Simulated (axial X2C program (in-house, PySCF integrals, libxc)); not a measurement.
# A two-component session on ZrN: properties at the nuclei

Aim: properties at the nuclei of ZrN, with spin–orbit coupling in the Hamiltonian from the start.

The runs use an in-house X2C program for linear molecules on PySCF integrals; two-component X2C with atomic mean-field terms, Zr dyall-acv3z, N dyall-av3z.

All values are calculated.

## 1. Input

File task.json:

```json
{
 "zs": [
  40,
  7
 ],
 "q": 0,
 "bas": [
  "dyall-acv3z",
  "dyall-av3z"
 ],
 "r0": 1.87,
 "levels": [
  "PBE0",
  "HF",
  "B3LYP"
 ],
 "nst": 1,
 "ff": 1,
 "thr": -3.5,
 "nmax": 130,
 "opt": {
  "ecut": 60
 }
}
```

Keys: zs atomic numbers; q charge; bas basis sets; r0 starting distance in Å; levels methods (HF also brings MP2); nst determinants followed; ff finite-field run; thr threshold in hartree for freezing inner shells (an s shell follows its p shell); nmax most natural virtual spinors; ecut virtual cutoff in hartree.

Command:

```console
$ python soeom.py task.json out
```

Nuclei are Gaussian, cores are contracted, and the Gaunt term is on.

## 2. Expectation values, lowest determinant

R = 1.672 Å. State: Ω = 1/2 (excess of +ω over −ω: ω = 1/2).

Output of the PBE0 run:

```text
two-component X2C + atomic mean field  PBE0
basis functions 227  fitting functions 1050  grid points 5077
iter        total energy     max residual
   1      -3651.375303389     4.35e-06
   2      -3651.375303389     1.09e-05
   3      -3651.375303391     4.71e-06
converged
one-electron -5215.60018371  Coulomb 1598.82985872  exact exchange -29.88740494  xc functional -91.73557669  nuclear repulsion 88.61819322  atomic mean-field constant -1.60018999
```

The highest occupied spinor is 60% Zr s, 15% N p, 14% Zr p.

```
level  Eeff magnitude (GV/cm)  Ws magnitude Zr (kHz)  A∥/gI Zr (MHz)  qzz Zr (a.u.)  A∥/gI N (MHz)  qzz N (a.u.)  μ (D)
 PBE0                    2.68                   2.47            3740          -3.04           37.2         -0.40  -4.21
   HF                    4.12                    3.8            2670          -2.20          -63.4         -0.32  -4.33
B3LYP                    2.61                   2.39            3960          -3.23             46         -0.39  -4.34
```

Eeff is the effective electric field on the electron dipole moment in this Ω state and Ws the scalar–pseudoscalar constant (defined with the proton number Z and per Ω); A∥ is the parallel hyperfine constant, which follows by multiplying with the nuclear g factor gI = μI/(I μN); qzz is the electric field gradient, eQq0 = 234.96 MHz × Q/barn × qzz; μ is positive if N is the positive end. The operators were transformed with the bare-nucleus X2C matrices.

## 3. Finite-field coupled cluster

Output:

```text
two-component X2C + atomic mean field  HF
basis functions 227  fitting functions 1050  grid points 5077
iter        total energy     max residual
   1      -3649.301941517     2.65e-01
   2      -3649.325333513     1.00e-02
   3      -3649.324917851     1.46e-02
   4      -3649.328197050     2.79e-03
   5      -3649.328483008     1.41e-03
   6      -3649.328616009     1.15e-03
   7      -3649.328737606     7.35e-04
   8      -3649.328845938     6.76e-04
   9      -3649.329000185     5.58e-04
  10      -3649.329172535     3.29e-04
  11      -3649.329226107     1.72e-04
  12      -3649.329231230     1.70e-04
  13      -3649.329233429     1.01e-04
  14      -3649.329235863     7.47e-05
  15      -3649.329237290     2.94e-05
  16      -3649.329237554     1.45e-05
  17      -3649.329237604     7.74e-06
  18      -3649.329237611     4.61e-06
  19      -3649.329237612     2.53e-06
  20      -3649.329237613     1.33e-06
converged
one-electron -5213.60072524  Coulomb 1596.85167655  exact exchange -119.59819215  xc functional 0.00000000  nuclear repulsion 88.61819322  atomic mean-field constant -1.60018999
correlated 17  virtual 383  natural virtual 130  E(MP2) -0.607412128  MP2 remainder -0.018304994
iter   CCSD correlation   residual
   1     -0.527279732   3.07e-01
   2     -0.557881211   1.79e-01
   3     -0.562951145   3.88e-02
   4     -0.564624146   2.20e-02
   5     -0.565212751   9.97e-03
   6     -0.565304620   4.14e-03
   7     -0.565337120   1.84e-03
   8     -0.565385150   7.13e-04
   9     -0.565394898   3.29e-04
  10     -0.565386988   1.59e-04
  11     -0.565392150   7.84e-05
  12     -0.565390775   3.46e-05
  13     -0.565391186   2.00e-05
  14     -0.565390727   1.32e-05
  15     -0.565390580   7.17e-06
  16     -0.565390579   3.20e-06
(T) -0.033458343  T1 0.0463  D1 0.0940  max T2 0.066
```

T1 in the output is the amplitude norm over the root of the electron number; divide by √2 for the Lee–Taylor value.

17 electrons correlated in 130 natural virtual spinors, MP2 remainder added; T1 = 0.033.

```
  level  Eeff magnitude (GV/cm)  Ws magnitude Zr (kHz)  A∥/gI Zr (MHz)  qzz Zr (a.u.)  A∥/gI N (MHz)  μ (D)
     HF                    4.12                    3.8            2670          -2.21          -63.4  -4.33
    MP2                    1.26                  0.981            5450          -2.31            369  -5.84
   CCSD                    2.72                   2.55            3670          -2.73           39.9  -4.39
CCSD(T)                    2.39                   2.24            3820          -2.86             58  -4.40
```

## 4. What came out

| quantity | value |
| --- | --- |
| lowest determinant | Ω = 1/2 (excess of +ω over −ω: ω = 1/2) |
| Eeff magnitude (GV/cm), PBE0 | 2.68 |
| Ws magnitude Zr (kHz), PBE0 | 2.47 |
| A∥/gI Zr (MHz), PBE0 | 3740 |
| qzz Zr (a.u.), PBE0 | -3.04 |
| Eeff magnitude (GV/cm), CCSD(T) | 2.39 |
| Ws magnitude Zr (kHz), CCSD(T) | 2.24 |
| A∥/gI Zr (MHz), CCSD(T) | 3820 |
| qzz Zr (a.u.), CCSD(T) | -2.86 |

What this shows: In the first state, the effective field runs from 2.61 to 4.12 GV/cm over the mean-field levels. The expectation values come from single determinants, which for open shells can mix terms of unlike spin or miss the lowest Ω, so a determinant need not be a state. Eeff is the effective electric field on the electron dipole moment in this Ω state and Ws the scalar–pseudoscalar constant (defined with the proton number Z and per Ω); A∥ is the parallel hyperfine constant, which follows by multiplying with the nuclear g factor gI = μI/(I μN); qzz is the electric field gradient, eQq0 = 234.96 MHz × Q/barn × qzz; μ is positive if N is the positive end. The operators were transformed with the bare-nucleus X2C matrices. Correlation of the inner shells is missing, which matters for properties at the nucleus.
